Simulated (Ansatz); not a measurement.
# C₂H₅AlClN: geometry optimisation

Aim: relax C₂H₅AlClN at this level.

Method: RKS PBE0-D4/def2-SVP; program: Ansatz 0.2.0.

**1. Where the work starts**

SMILES `C[C](=N)[AlH][Cl]`, 10 atoms, charge 0, spin multiplicity 1.

Atoms are counted from 1 here; the program's logs count them from 0.

Bond lengths: C1–C2 1.483 Å, C1–H6 1.113 Å, C1–H7 1.111 Å, C1–H8 1.111 Å, C2–N3 1.306 Å, C2–Al4 1.973 Å, N3–Al4 1.945 Å, N3–H9 1.039 Å, Al4–Cl5 2.135 Å, Al4–H10 1.586 Å. Angles: C2–C1–H6 113.4°, C2–C1–H7 109.7°, C2–C1–H8 109.1°, H6–C1–H7 109.5°, H6–C1–H8 109.3°, H7–C1–H8 105.5°, C1–C2–N3 125.9°, C1–C2–Al4 164.6°, N3–C2–Al4 69.4°, C2–N3–Al4 71.7°, C2–N3–H9 122.4°, Al4–N3–H9 165.8°, C2–Al4–N3 38.9°, C2–Al4–Cl5 117.4°, C2–Al4–H10 122.9°, N3–Al4–Cl5 115.0°, N3–Al4–H10 117.9°, Cl5–Al4–H10 118.7°.

Geometry (Å):

```xyz
10
charge 0, multiplicity 1
C    -0.6158   -0.8410    1.2502
C    -0.1161   -0.1173    0.0558
N     1.1098   -0.1388   -0.3948
Al    0.0663    1.0577   -1.5182
Cl    0.3830    3.1389   -1.1598
H     0.1596   -1.4698    1.7431
H    -1.4838   -1.4743    0.9692
H    -1.0112   -0.1047    1.9824
H     1.8634   -0.6846    0.0680
H    -0.2719    0.5824   -2.9930
```

**2. Relaxation**

Input file input.yaml:

```yaml
crystal:
  periodic: [false, false, false]
  atoms:
    - { symbol: C, position_ang: [-0.615832, -0.841001, 1.250237] }
    - { symbol: C, position_ang: [-0.116101, -0.117301, 0.055792] }
    - { symbol: "N", position_ang: [1.109779, -0.138827, -0.394762] }
    - { symbol: Al, position_ang: [0.066334, 1.057712, -1.518245] }
    - { symbol: Cl, position_ang: [0.383016, 3.138937, -1.159773] }
    - { symbol: H, position_ang: [0.159602, -1.469817, 1.743097] }
    - { symbol: H, position_ang: [-1.483818, -1.474264, 0.969193] }
    - { symbol: H, position_ang: [-1.011168, -0.10465, 1.982447] }
    - { symbol: H, position_ang: [1.863408, -0.684565, 0.067981] }
    - { symbol: H, position_ang: [-0.271919, 0.582376, -2.992968] }
basis:
  gaussian: { orbitals: def2-SVP }
hamiltonian:
  xc: pbe0
  dispersion: d4
output:
  forces: true
relax:
  f_tol: 0.003
  max_steps: 120
```

On the command line:

```console
ansatz run input.yaml --threads 1 --pin off --max-ram 2560MiB --backend cpu --events-out ev --progress --plain --runs-dir out
```

Before running it: what results should come out? Wanted: energy gained; root mean square move; dipole moment.

The runs gave:

| quantity | value |
| --- | --- |
| energy gained | 0.0188 eV |
| root mean square move | 0.018 Å |
| dipole moment | 4.70 D |

What this shows: Bond lengths: C1–C2 1.477 Å, C1–H6 1.104 Å, C1–H7 1.101 Å, C1–H8 1.102 Å, C2–N3 1.295 Å, C2–Al4 1.959 Å, N3–Al4 1.921 Å, N3–H9 1.027 Å, Al4–Cl5 2.124 Å, Al4–H10 1.575 Å. Angles: C2–C1–H6 113.3°, C2–C1–H7 109.6°, C2–C1–H8 109.0°, H6–C1–H7 109.5°, H6–C1–H8 109.3°, H7–C1–H8 105.9°, C1–C2–N3 125.6°, C1–C2–Al4 165.3°, N3–C2–Al4 68.9°, C2–N3–Al4 72.1°, C2–N3–H9 122.7°, Al4–N3–H9 165.1°, C2–Al4–N3 39.0°, C2–Al4–Cl5 117.2°, C2–Al4–H10 123.1°, N3–Al4–Cl5 115.1°, N3–Al4–H10 118.5°, Cl5–Al4–H10 118.4°. No frequencies were computed here.
